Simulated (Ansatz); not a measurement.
**Si3Sn: a single-point run**

Aim: a sound single-point run of Si3Sn. The structure is shown as the input types it. The cell is built on a prototype (ordering on diamond) and needn't be the phase found in nature.

Program: Ansatz 0.2.0. Level of theory: density functional or hybrid calculation with the settings of its input, plane waves (as first typed). These are calculated values, not measurements.

3 further runs of the same task are left out: 1 for a known fault of the program, 2 that didn't finish.

### 1 Starting point

It takes space group P-4m2 (No. 115, tetragonal). The conventional cell has a = 4.038 Å, b = 4.038 Å, c = 5.749 Å, α = 90.00°, β = 90.00°, γ = 90.00°. Around Si (site symmetry 2mm) lie 2 Si at 2.40 Å and 2 Sn at 2.56 Å. Around Si (site symmetry -4m2) lie 4 Si at 2.40 Å. Sn (site symmetry -4m2) is surrounded by 4 Si at 2.56 Å.

As a file:

```
CELL_PARAMETERS angstrom
4.03764 0.00000 0.00000
0.00000 4.03764 0.00000
0.00000 0.00000 5.74862
ATOMIC_POSITIONS crystal
Si 0.50000 0.00000 0.77460
Si 0.50000 0.50000 0.00000
Si 0.00000 0.50000 0.22540
Sn 0.00000 0.00000 0.50000
```

### 2 The calculation

input.yaml

```yaml
crystal:
  lattice:
    - [4.037638911, 0.0, 0.0]
    - [0.0, 4.037638911, 0.0]
    - [0.0, 0.0, 5.7486205295]
  atoms:
    - { symbol: Si, position: [0.5, 0.0, 0.7746010627] }
    - { symbol: Si, position: [0.5, 0.5, 0.0] }
    - { symbol: Si, position: [0.0, 0.5, 0.2253989373] }
    - { symbol: Sn, position: [0.0, 0.0, 0.5] }
kpoints:
  mp_grid: { grid: [4, 4, 4] }
hamiltonian:
  xc: r2scan
scf:
  occupations: { method: fixed }
  n_extra_bands: 5
  max_iter: 81
output:
  forces: true
  stress: true
  eigenvalues: true
basis:
  ecutwfc: 160
```

Launch:

```console
$ ansatz run input.yaml --threads 4 --pin off --max-ram 3686MiB --backend cpu --events-out ev --progress --plain --runs-dir out
```

What happens when this is run?

This run ends as converged, with warnings (cutoff below recommended). Its log warns: «basis.ecutwfc = 160 eV is below the records' recommended 500 eV ...»

In the input, basis.ecutwfc is 160. The basis cutoff is far too low: the plane waves can't represent the orbitals near the cores. The potentials' recommended cutoff is 500 eV.

To check: delete basis.ecutwfc (the default then holds).
